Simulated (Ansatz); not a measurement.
**Si3Ge2H12: ionisation energy by level of theory**

The task here is to estimate one member of a computed series from the others.

The runs use Ansatz 0.2.0, Gaussian basis; unrestricted cation, the program's frozen cores in correlated methods.

The runs, in order: UKS PBE-D4/def2-TZVPP; UKS r2SCAN-D4/def2-TZVPP; UKS PBE0-D4/def2-TZVPP; UKS B3LYP-D4/def2-TZVPP; UKS wB97X-V/def2-TZVPP; UKS wB97M-V/def2-TZVPP; UKS B2PLYP/def2-TZVPP; UHF-CCSD(T)/def2-TZVPP; UHF-MP2/def2-QZVPP; extrapolation to the limit; then −ε(HOMO) from the neutral's earlier runs with LDA (SPW92), PBE-D4, revPBE-D4, BLYP-D4, r2SCAN-D4, B97M-V, PBE0-D4, B3LYP-D4, r2SCANh-D4, r2SCAN0-D4, HSE06-D4, BHLYP-D4, CAM-B3LYP-D4, LC-ωPBE, ωB97X-V, ωB97M-V.

**The relaxed structure**

All runs share one geometry, relaxed beforehand with PBE0-D4 in a triple-zeta def2 set.

SMILES `[SiH3][GeH2][SiH2][GeH2][SiH3]`, 17 atoms, charge 0, spin multiplicity 1.

Atoms are counted from 1 here; the program's logs count them from 0.

Bond lengths: Si1–Ge2 2.379 Å, Si1–H6 1.487 Å, Si1–H7 1.487 Å, Si1–H8 1.487 Å, Ge2–Si3 2.381 Å, Ge2–H9 1.541 Å, Ge2–H10 1.540 Å, Si3–Ge4 2.381 Å, Si3–H11 1.489 Å, Si3–H12 1.489 Å, Ge4–Si5 2.379 Å, Ge4–H13 1.540 Å, Ge4–H14 1.541 Å, Si5–H15 1.487 Å, Si5–H16 1.487 Å, Si5–H17 1.487 Å. Angles: Ge2–Si1–H6 111.2°, Ge2–Si1–H7 109.8°, Ge2–Si1–H8 109.4°, H6–Si1–H7 108.9°, H6–Si1–H8 108.9°, H7–Si1–H8 108.6°, Si1–Ge2–Si3 110.0°, Si1–Ge2–H9 109.2°, Si1–Ge2–H10 110.3°, Si3–Ge2–H9 108.8°, Si3–Ge2–H10 110.9°, H9–Ge2–H10 107.7°, Ge2–Si3–Ge4 108.5°, Ge2–Si3–H11 109.6°, Ge2–Si3–H12 110.4°, Ge4–Si3–H11 110.4°, Ge4–Si3–H12 109.6°, H11–Si3–H12 108.4° and more.

Set-up of the first run:

The input, in.yaml:

```yaml
crystal:
  periodic: [false, false, false]
  atoms:
    - {symbol: Si, position_ang: [-0.095898, 1.639913, -2.122094]}
    - {symbol: Ge, position_ang: [1.499792, 1.269444, -0.396912]}
    - {symbol: Si, position_ang: [1.609125, -1.050733, 0.124676]}
    - {symbol: Ge, position_ang: [-0.606712, -1.852158, 0.463739]}
    - {symbol: Si, position_ang: [-1.760618, -0.427972, 1.980210]}
    - {symbol: H, position_ang: [-0.179984, 3.081022, -2.477920]}
    - {symbol: H, position_ang: [0.283670, 0.865561, -3.333467]}
    - {symbol: H, position_ang: [-1.433492, 1.178705, -1.664142]}
    - {symbol: H, position_ang: [1.069113, 2.041739, 0.865071]}
    - {symbol: H, position_ang: [2.880917, 1.801660, -0.823726]}
    - {symbol: H, position_ang: [2.259229, -1.783620, -0.996621]}
    - {symbol: H, position_ang: [2.413544, -1.268303, 1.358629]}
    - {symbol: H, position_ang: [-0.592316, -3.298102, 0.994667]}
    - {symbol: H, position_ang: [-1.345602, -1.856381, -0.888495]}
    - {symbol: H, position_ang: [-1.813529, 0.949002, 1.420959]}
    - {symbol: H, position_ang: [-3.148937, -0.904821, 2.216157]}
    - {symbol: H, position_ang: [-1.038310, -0.384968, 3.279281]}
basis:
  gaussian: {orbitals: def2-TZVPP}
total_charge: 1
magnetization: {spin_polarized: true, initial_magnetization: 1}
hamiltonian: {xc: pbe, dispersion: d4}
```

Among the steps run: Cation, UKS PBE-D4/def2-TZVPP; Cation, UKS r2SCAN-D4/def2-TZVPP; Cation, UKS PBE0-D4/def2-TZVPP; Cation, UKS B3LYP-D4/def2-TZVPP; Cation, UKS wB97X-V/def2-TZVPP; Cation, UKS wB97M-V/def2-TZVPP; Cation, UKS B2PLYP (frozen core)/def2-TZVPP; Cation, UHF-CCSD(T)/def2-TZVPP; Cation, UHF-MP2/def2-QZVPP.

One of the session's tables, all rows but one given; the rest of the session is left out.

It belongs to the step «Ionisation energies side by side». Orbital estimates, from the neutral's runs:

```
  functional  −ε(HOMO) (eV)
 LDA (SPW92)              ?
      PBE-D4           6.76
   revPBE-D4           6.72
     BLYP-D4           6.59
   r2SCAN-D4           7.01
      B97M-V           7.14
     PBE0-D4           7.77
    B3LYP-D4           7.55
  r2SCANh-D4           7.37
  r2SCAN0-D4           7.92
    HSE06-D4           7.38
    BHLYP-D4           8.63
CAM-B3LYP-D4           8.93
     LC-ωPBE          10.21
     ωB97X-V           9.90
     ωB97M-V           9.70
```

Estimate the missing values for LDA (SPW92).

As computed: −ε(HOMO) (eV): 6.87. In the column «−ε(HOMO) (eV)» it lies between PBE-D4 (6.76) and r2SCAN-D4 (7.01).
